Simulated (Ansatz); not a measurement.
Write the native input for Ansatz 0.2.0 that does the following.

* Task: electron localisation function
* Functional: PBE
* Potentials or basis: Ansatz PAW
* Cutoff: 420 eV (not typed: the program's choice for these potentials)
* k mesh: 7 × 7 × 7
* Occupations: fermi-dirac, width 0.05 eV
* Spin: collinear spin, ferromagnetic start
* Starting moments: [0.0, 0.0, 0.0, 0.0, 1.0, 0.0, 0.0, 0.0, 0.0, 0.0, 0.0, 0.0, 0.0, 0.0, 0.0, 0.0] μB

Crystal: Ta4NiO11.

```
Ta Ni O
1.0
     1.95495  -14.82973    0.00000
     1.95495   14.82973    0.00000
     0.00000    0.00000    3.88590
Ta Ni O
4 1 11
Direct
  0.20437 0.79563 0.00000
  0.92451 0.07549 0.00000
  0.07549 0.92451 0.00000
  0.79563 0.20437 0.00000
  0.50000 0.50000 0.00000
  0.13987 0.86013 0.00000
  0.72107 0.27893 0.00000
  0.43645 0.56355 0.00000
  0.56355 0.43645 0.00000
  0.00000 0.00000 0.00000
  0.86013 0.13987 0.00000
  0.27893 0.72107 0.00000
  0.92790 0.07210 0.50000
  0.07210 0.92790 0.50000
  0.79436 0.20564 0.50000
  0.20564 0.79436 0.50000
```

The cell was built by a generator and needn't be a form met in nature.

One way to write it, as run:

input.yaml

```yaml
crystal:
  lattice:
    - [1.95495, -14.82973, 0.0]
    - [1.95495, 14.82973, 0.0]
    - [0.0, 0.0, 3.8859]
  atoms:
    - { symbol: Ta, position: [0.20437, 0.79563, 0.0] }
    - { symbol: Ta, position: [0.92451, 0.07549, 0.0] }
    - { symbol: Ta, position: [0.07549, 0.92451, 0.0] }
    - { symbol: Ta, position: [0.79563, 0.20437, 0.0] }
    - { symbol: Ni, position: [0.5, 0.5, 0.0], spin: 1.0 }
    - { symbol: O, position: [0.13987, 0.86013, 0.0] }
    - { symbol: O, position: [0.72107, 0.27893, 0.0] }
    - { symbol: O, position: [0.43645, 0.56355, 0.0] }
    - { symbol: O, position: [0.56355, 0.43645, 0.0] }
    - { symbol: O, position: [0.0, 0.0, 0.0] }
    - { symbol: O, position: [0.86013, 0.13987, 0.0] }
    - { symbol: O, position: [0.27893, 0.72107, 0.0] }
    - { symbol: O, position: [0.9279, 0.0721, 0.5] }
    - { symbol: O, position: [0.0721, 0.9279, 0.5] }
    - { symbol: O, position: [0.79436, 0.20564, 0.5] }
    - { symbol: O, position: [0.20564, 0.79436, 0.5] }
hamiltonian:
  xc: pbe
  pseudopotentials: { kind: paw }
magnetization:
  spin_polarized: true
kpoints:
  mp_grid: { grid: [7, 7, 7] }
scf:
  occupations: { method: fermi_dirac, width: 0.05 }
output:
  forces: true
  stress: true
  eigenvalues: true
  write_density: true
  write_potential: true
  elf: true
  volumetric_format: npy
```

Potentials or basis: Ansatz PAW.

Command:

```console
$ ansatz run input.yaml --threads 8 --pin off --max-ram 20480MiB --backend cpu --events-out ev --progress --plain --runs-dir out
```

Results of the run:

The pressure is 0.1 GPa, the largest force is 0.053 eV/Å and the band gap on the k mesh is none (metal or under the smearing width). The net moment is 0.85 μB per cell. The absolute moment is 0.90 μB per cell. The site moments are Ta -0.00; Ni +0.68; O -0.00, +0.01, +0.09, +0.00 μB.

Caveat: the pressure holds a Pulay correction of +0.6 GPa for the finite cutoff; a cell with one magnetic atom can't hold antiferromagnetic order, which such compounds often take; semilocal functionals often make such compounds metallic where correlation or magnetic order opens a gap, which also shifts bond lengths.

Run time: 51 s on 8 threads of Arm Neoverse V2, on a shared host, peak memory 2.3 GiB.
